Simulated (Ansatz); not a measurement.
## BaTiO3, space group R3m: a scan of the Hubbard U

Computed with Ansatz 0.2.0 through its Python package.

`batio3.vasp`
```text
BaTiO3
1.0
   2.82736661    1.63238087    2.31839349
  -2.82736661    1.63238087    2.31839349
   0.00000000   -3.26476174    2.31839349
Ba Ti O
1 1 3
Direct
   0.00000000    0.00000000    0.00000000
   0.48450000    0.48450000    0.48450000
   0.50860000    0.50860000    0.01750000
   0.01750000    0.50860000    0.50860000
   0.50860000    0.01750000    0.50860000
```

The script, `batio3.py`:
```python
'''How the states of BaTiO3 follow the Hubbard U.'''

import logging
import sys

import ansatz as az
from ase.io import read
import numpy as np

logging.basicConfig(stream=sys.stdout, format='%(levelname)s:%(name)s:%(message)s')
log = logging.getLogger('run')
log.setLevel(logging.INFO)


def count_gap(report):
    # lowest empty less highest filled band, counting bands; zero where they overlap
    return max(report.get('gap_by_band_count_ev') or 0.0, 0.0)

atoms = read('batio3.vasp', format='vasp')
batio3 = az.Crystal.from_ase(atoms)

setup = batio3.calculation()
setup = setup.functional('pbesol')
setup = setup.basis(550)
setup = setup.kpoints(6, 6, 6)
setup = setup.occupations('fermi_dirac', width=0.02)
setup = setup.scf(tolerance=1e-10)
setup = setup.band_table()
rows = []
for u in [1.0, 3.0, 5.0, 7.0]:
    summary = setup.hubbard('Ti', 'd', u_eff=u).run(threads=1).report
    shell = summary['hubbard']['n_scf']
    rows.append((u, count_gap(summary), sum(shell) / len(shell), summary['n_iterations']))
log.info('      U_eff eV  gap by band count eV  Ti d occupation (projector)      iterations')
for row in rows:
    log.info(f'{str(row[0]):>14s}  {row[1]:20.3f}  {row[2]:27.4f}  {row[3]:14d}')
```

```console
$ python batio3.py
INFO:run:      U_eff eV  gap by band count eV  Ti d occupation (projector)      iterations
INFO:run:           1.0                 2.477                       2.3710              11
INFO:run:           3.0                 2.670                       2.2847              10
INFO:run:           5.0                 2.901                       2.1934              11
INFO:run:           7.0                 3.180                       2.0972              11
```

From U = 1 to 7 eV the gap on the mesh goes from 2.48 eV to 3.18 eV.

Notes:
- The run is spin-unpolarised.
- Semilocal gaps usually lie well under measured ones.
- In a crystal with a gap the Fermi level's place inside it depends on smearing and mesh.
- The starting cell is as deposited in a crystallographic database; the results hold for this polymorph, which needn't be the stable one.
- Levels are Kohn-Sham eigenvalues on this mesh, without spin-orbit coupling.
- Shell occupations and the effect of U depend on the projectors; a run with no .spin step is spin-unpolarised, and each U may end in a state that isn't the lowest.
- Timing: 25 s on 1 thread of Intel(R) Xeon(R) Processor @ 2.30GHz, on a shared host, peak memory 0.63 GiB.

(A comment or docstring line of the script was reworded after the run, the code is as it ran.)
